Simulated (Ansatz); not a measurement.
Run this with Ansatz 0.2.0 through its Python package and show what comes out.

Input file `clh3nsn.xyz`:
```text
6

N    -0.92650    0.11210   -0.77120
Sn   -0.00980   -0.28410    0.98090
Cl    2.08160   -1.18510    0.48950
H    -0.28430    0.82830   -1.31030
H    -1.00270   -0.73560   -1.35370
H     0.18380    1.20030    1.91870
```

`tae.py`:
```python
"""Atomisation energy of ClH3NSn at the given geometry."""

from collections import Counter

import ansatz as az


def energy_of(molecule, charge=0, unpaired=0):
    calc = molecule.calculation().basis(gaussian="def2-TZVP").functional("pbe")
    if charge:
        calc = calc.charge(charge)
    if unpaired:
        calc = calc.spin("collinear", total=unpaired)
    report = calc.run().report
    if report["published_state_doubts"]:
        print("  doubts:", report["published_state_doubts"])
    return report["free_energy_ev"]


def main() -> None:
    molecule = az.Crystal.molecule_from_extxyz("clh3nsn.xyz")

    # Hund ground states
    unpaired = {"N": 3, "Sn": 2, "Cl": 1, "H": 1}
    counts = Counter(site.symbol for site in molecule.cartesian_sites)
    atom_energy = {s: energy_of(az.Crystal.molecule().atom(s, (0, 0, 0)), 0, unpaired[s]) for s in counts}
    whole = energy_of(molecule, 0, 1)
    for s, e in atom_energy.items():
        print(f"{s:2s} x{counts[s]}  {e:14.5f} eV")
    print(f"ClH3NSn: {whole:.5f} eV")
    split = sum(counts[s] * e for s, e in atom_energy.items()) - whole
    print(f"atomisation energy (no zero-point term): {23.060548 * split:.1f} kcal/mol, {split / sum(counts.values()):.3f} eV an atom")


if __name__ == "__main__":
    main()
```

```console
$ python tae.py
N  x1     -1483.89518 eV
Sn x1     -5830.02180 eV
Cl x1    -12516.10556 eV
H  x3       -13.59523 eV
ClH3NSn: -19887.40455 eV
atomisation energy (no zero-point term): 382.7 kcal/mol, 2.766 eV an atom
```

382.7 kcal/mol from the electronic energies, without the zero-point term.

Reading the output:
- Total energies depend on the basis set; only differences at equal settings carry meaning.
- The geometry is a force-field or estimated start, not a minimum of this method, and the basis set is short of its limit. All parts are taken at fixed geometry, without zero-point energy.
- def2 sets replace the cores of elements past krypton by effective core potentials.
- The species is open-shell (spin multiplicity 2).
- This functional overbinds, so such energies come out a few per cent too high (LDA far more).
- The spin-orbit lowering of heavy atoms is left out.
- Hardware and time: 7 s on 1 thread of Arm Neoverse V2 (shared host), peak memory 0.24 GiB.
